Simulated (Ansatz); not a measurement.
# One shape, several levels: doublet CH4FGeN+

Wanted: a comparison of 6 runs (UHF/3-21G, UCAM-B3LYP/6-31G*, USVWN5/6-31G*, UB3LYP/6-31G*, UMP2/6-31G*, UCCSD/6-31G*) of doublet CH4FGeN+. 

The calculation is run with Ansatz 0.2.0.

128 further runs of the same task are left out: 128 set aside as unsound or not needed.

## (1) The molecule

The species is CH4FGeN+ (8 atoms), meant as a doublet with charge +1. As SMILES of the parent species, `[H]/N=[C](/F)[GeH3]`. The shape is that of a PBE0-D4/def2-TZVP optimisation. That shape belongs to the parent species and isn't relaxed for this state.

Bond lengths: N1–C2 1.246 Å, C2–F3 1.346 Å, C2–Ge4 1.978 Å, N1–H5 1.016 Å, Ge4–H6 1.532 Å, Ge4–H7 1.534 Å, Ge4–H8 1.532 Å. Angles: N1–C2–F3 117.4°, N1–C2–Ge4 131.1°, F3–C2–Ge4 111.5°, C2–N1–H5 111.2°, C2–Ge4–H6 108.9°, C2–Ge4–H7 106.6°, C2–Ge4–H8 108.9°, H6–Ge4–H7 111.0°, H6–Ge4–H8 110.4°, H7–Ge4–H8 111.0°.

## (2) A single-point energy at UHF/3-21G (run 1)

job.yaml

```yaml
crystal:
  periodic: [false, false, false]
  atoms:
    - {symbol: N, position_ang: [1.895900, 0.222300, -0.348500]}
    - {symbol: C, position_ang: [0.908100, 0.027300, 0.385600]}
    - {symbol: F, position_ang: [1.137400, -0.127100, 1.702400]}
    - {symbol: Ge, position_ang: [-1.019900, -0.103800, -0.035500]}
    - {symbol: H, position_ang: [1.617200, 0.325400, -1.319900]}
    - {symbol: H, position_ang: [-1.766200, 1.006900, 0.710300]}
    - {symbol: H, position_ang: [-1.149700, 0.071600, -1.553900]}
    - {symbol: H, position_ang: [-1.530700, -1.479600, 0.403700]}
basis:
  gaussian:
    orbitals: 3-21G-spherical.json
total_charge: 1
magnetization:
  spin_polarized: true
  initial_magnetization: 1
hamiltonian:
  xc: hf
accuracy: high
output: {orbitals: {seedname: orbitals}}
```

The basis set 3-21G is read from a file made from the Basis Set Exchange's data (not shown).

The run is started by

```bash
$ ansatz run job.yaml --threads 1 --pin off --max-ram 3480MiB --events-out events.jsonl --progress --plain --runs-dir runs
```

The log of the run:

```text
Warning: RAYON_NUM_THREADS=1 ignored (pool sized by the plan → 1); use --threads N
Functional definition: HF
  name "HF"
  exchange = exact_x
  correlation = 0
1169 factors; integrals over basis functions are off by at most 1.0e-8 eV
mean field evaluation 1: about -61437.0460 eV, gradient 2.9e1 eV
mean field evaluation 2: about -61437.0598 eV, gradient 2.9e1 eV
mean field evaluation 4: about -61442.0159 eV, gradient 4.4e0 eV
mean field evaluation 8: about -61442.7004 eV, gradient 6.8e-1 eV
mean field evaluation 16: about -61442.7298 eV, gradient 1.1e-6 eV
mean field evaluation 32: about -61441.4086 eV, gradient 1.4e0 eV
mean field evaluation 64: about -61441.1176 eV, gradient 5.9e0 eV
mean field -61442.72978031 eV, -2257.9786720483 hartree, gradient 5.0e-8 eV, S^2 0.829197; 0 other end points of the search recorded, 0 dependent functions left out
reference -61442.72978031 eV, -2257.9786720483 hartree; 29, 28 occupied and 28, 29 virtual orbitals, 1169 factors
Total energy: -61442.72978031 eV, -2257.9786720483 hartree
```

Wall time 2 s (1 thread of Arm Neoverse V2, shared host); peak memory 0.17 GiB.

## (3) The energy at UCAM-B3LYP/6-31G(d) (spherical functions) (run 2)

run.yaml

```yaml
crystal:
  periodic: [false, false, false]
  atoms:
    - {symbol: "N", position_ang: [1.895900, 0.222300, -0.348500]}
    - {symbol: C, position_ang: [0.908100, 0.027300, 0.385600]}
    - {symbol: F, position_ang: [1.137400, -0.127100, 1.702400]}
    - {symbol: Ge, position_ang: [-1.019900, -0.103800, -0.035500]}
    - {symbol: H, position_ang: [1.617200, 0.325400, -1.319900]}
    - {symbol: H, position_ang: [-1.766200, 1.006900, 0.710300]}
    - {symbol: H, position_ang: [-1.149700, 0.071600, -1.553900]}
    - {symbol: H, position_ang: [-1.530700, -1.479600, 0.403700]}
basis:
  gaussian:
    orbitals: 6-31G_st_-spherical.json
total_charge: 1
magnetization:
  spin_polarized: true
  initial_magnetization: 1
hamiltonian:
  xc: {name: CAM-B3LYP}
accuracy: high
output:
  orbitals: {seedname: orbitals}
```

The basis set 6-31G* is read from a file made from the Basis Set Exchange's data (not shown).

The run is started by

```bash
$ ansatz run run.yaml --threads 1 --pin off --max-ram 3480MiB --events-out events.jsonl --progress --plain --runs-dir runs
```

The log of the run, shortened:

```text
Warning: RAYON_NUM_THREADS=1 ignored (pool sized by the plan → 1); use --threads N
Functional definition: CAM-B3LYP
  name "CAM-B3LYP"
[...]
1829 factors; integrals over basis functions are off by at most 1.6e-8 eV
390 factors; integrals over basis functions are off by at most 2.0e-9 eV
[...]
mean field -61809.25220587 eV, -2271.4481227499 hartree, gradient 9.6e-8 eV, S^2 0.758933; 2 other end points of the search recorded, 0 dependent functions left out
reference -61809.25222396 eV, -2271.4481234146 hartree; 29, 28 occupied and 53, 54 virtual orbitals, 1829 factors
Total energy: -61809.25222396 eV, -2271.4481234146 hartree
```

Run time: 18 s. Hardware: 1 thread of Arm Neoverse V2, shared host; peak memory 0.47 GiB.

Runs 3 to 5 aren't shown in full; the table further down has their settings and results.

## (4) The energy at UCCSD/6-31G(d) (spherical functions) (run 6)

in.yaml

```yaml
crystal:
  periodic: [false, false, false]
  atoms:
    - symbol: "N"
      position_ang: [1.895900, 0.222300, -0.348500]
    - symbol: C
      position_ang: [0.908100, 0.027300, 0.385600]
    - symbol: F
      position_ang: [1.137400, -0.127100, 1.702400]
    - symbol: Ge
      position_ang: [-1.019900, -0.103800, -0.035500]
    - symbol: H
      position_ang: [1.617200, 0.325400, -1.319900]
    - symbol: H
      position_ang: [-1.766200, 1.006900, 0.710300]
    - symbol: H
      position_ang: [-1.149700, 0.071600, -1.553900]
    - symbol: H
      position_ang: [-1.530700, -1.479600, 0.403700]
basis:
  gaussian:
    orbitals: 6-31G_st_-spherical.json
accuracy: high
scf:
  omitted_lower_state_checks: [cluster_reference, increment]
magnetization:
  spin_polarized: true
  initial_magnetization: 1
correlation:
  method: ccsd
  frozen_orbitals: {C: 1, F: 1, Ge: 9, H: 0, "N": 1}
total_charge: 1
```

The basis set 6-31G* is read from a file made from the Basis Set Exchange's data (not shown).

The run is started by

```bash
$ ansatz run in.yaml --threads 1 --pin off --max-ram 3480MiB --events-out events.jsonl --progress --plain --runs-dir runs
```

The log of the run:

```text
Warning: RAYON_NUM_THREADS=1 ignored (pool sized by the plan → 1); use --threads N
[... 13 lines left out ...]
12 core orbitals not correlated: weight in the atoms' cores, before any rotation towards them, 1.000 or more for the frozen orbitals, at most 0.000 for the correlated occupied ones
[... 36 lines left out ...]
Total energy: -61755.18576411 eV, -2269.4612176626 hartree
Checks for a lower state left out: cluster_reference, increment
```

Wall time 62 s (1 thread of Arm Neoverse V2, shared host); peak memory 0.79 GiB.

## (5) Overview of the runs

```
run                                    level  Cartesian functions  frozen core orbitals   energy (Eh)  HOMO energy (eV)  LUMO energy (eV)   ⟨S²⟩  wall time
  1                                UHF/3-21G                   no                     –  -2257.978672            -18.24             -6.97  0.829        2 s
  2  UCAM-B3LYP/6-31G* (spherical functions)                   no                     –  -2271.448123            -16.74            -11.44  0.759       18 s
  3      USVWN5/6-31G* (spherical functions)                   no                     –  -2266.805202            -14.28            -13.71  0.753        6 s
  4      UB3LYP/6-31G* (Cartesian functions)                  yes                     –  -2271.458691            -15.21            -12.84  0.757       16 s
  5        UMP2/6-31G* (spherical functions)                   no                    12  -2269.430643                 –                 –  0.814        6 s
  6       UCCSD/6-31G* (spherical functions)                   no                    12  -2269.461218                 –                 –  0.814       62 s
```

## (6) Outcome

| quantity | value |
| --- | --- |
| run 6: total energy | -2269.46122 Eh |
| run 6: correlation energy (12 core orbitals frozen) | -689.1 mEh |
| run 6: ⟨S²⟩ of the reference determinant | 0.814 |
| run 6: T1 diagnostic | 0.032 |

Totals of different functionals can't be ranked against each other. All runs together took 1.8 min, the longest 62 s.
